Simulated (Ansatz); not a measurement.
# Cd3Ga (I4/mmm): single point from an input typed as a dict

A script is to give a single point from an input typed as a dict; the system is Cd3Ga (I4/mmm).

All numbers are computed with Ansatz 0.2.0 through its Python package. Level of theory: DFT r2SCAN, plane waves, PAW.

### 1 The structure

The structure is tetragonal, space group I4/mmm (No. 139). The conventional cell has a = 4.382 Å, b = 4.382 Å, c = 8.760 Å, α = 90.00°, β = 90.00°, γ = 90.00°. Around Cd (site symmetry -4m2) lie 8 Cd at 3.10 Å and 4 Ga at 3.10 Å. Cd (site symmetry 4/mmm) is surrounded by 8 Cd at 3.10 Å and 4 Ga at 3.10 Å. Around Ga (site symmetry 4/mmm) lie 12 Cd at 3.10 Å.

The script holds or builds the structure itself.

### 2 The script

cd3ga.py reads:

```python
# -*- coding: utf-8 -*-
"""Single point of Cd3Ga through the engine session."""

import logging
import sys
import warnings

import ansatz as az
import pandas as pd

logging.basicConfig(stream=sys.stdout, format="%(name)s: %(message)s")
logger = logging.getLogger("cd3ga")
logger.setLevel(logging.INFO)

warnings.simplefilter("ignore", az.DeckWarning)

config = {
    "crystal": {
        "lattice": [
            [-2.190863, 2.190863, 4.3802],
            [2.190863, -2.190863, 4.3802],
            [2.190863, 2.190863, -4.3802],
        ],
        "atoms": [
            {"symbol": "Cd", "position": [0.75, 0.25, 0.5]},
            {"symbol": "Cd", "position": [0.25, 0.75, 0.5]},
            {"symbol": "Cd", "position": [0.5, 0.5, 0.0]},
            {"symbol": "Ga", "position": [0.0, 0.0, 0.0]},
        ],
    },
    "kpoints": {"mp_grid": {"kspacing": 0.3}},
    "hamiltonian": {"xc": "r2scan"},
    "scf": {"occupations": {"method": "cold", "width": 0.1}},
    "basis": {"ecutwfc": "19 Ha"},
    "output": {"forces": True, "stress": True, "eigenvalues": True},
}

out = az.Session.from_dict(config).plan(threads=1).execute()
data = out.report

n_atoms = len(data["lattice"]["sites"])
print("F =", round(data["free_energy_ev"], 4), "eV for", n_atoms, "atoms")
print("E(sigma -> 0) =", round(data["energy_sigma0_ev"], 4), "eV, TS =", round(data["entropy_ts_ev"], 5), "eV")
print("closed by", data["closed_by"], "after", data["n_iterations"], "iterations")

fermi = data["fermi_energy_ev"]
logger.info("levels less the Fermi level (eV) at the first k-points")
for k, levels in list(zip(data["kpoints_frac"], data["eigenvalues_ev"]))[:4]:
    logger.info("k = ({:.3f}, {:.3f}, {:.3f})".format(*k))
    print("   ", " ".join(f"{e - fermi:.3f}" for e in levels))

# forces, one row an atom
table = pd.DataFrame(data["forces_ev_ang"], columns=["fx", "fy", "fz"])
table.insert(0, "atom", [site["symbol"] for site in data["lattice"]["sites"]])
print(table.round(4).to_string())
```

### 3 Running it

Launch:

```
$ python cd3ga.py
```

Without the output at hand: what should come out? Wanted: free energy; gap on the mesh; pressure; largest force.

As calculated:

| quantity | value |
| --- | --- |
| free energy | -28594.5028 eV (-7148.6257 eV/atom) |
| gap on the mesh | none |
| pressure | -0.40 GPa |
| largest force | 0.000 eV/Å |

Filled and empty levels meet on the mesh: no gap at this level. The pressure is near zero, so the volume is close to this level's equilibrium. All forces vanish by symmetry. What to keep in mind:
- A total without «per atom» is that of the cell as typed.
- The computed bands are complete only to about 5.6 eV above the Fermi level.
- The mesh is modest for a metal, so energies can be off by several to tens of meV an atom and pressures by half a GPa or more; differences at equal mesh fare better.
- This cell is a computed structure, which may not be the phase found in nature.
- Levels are Kohn-Sham eigenvalues on this mesh, without spin-orbit coupling.
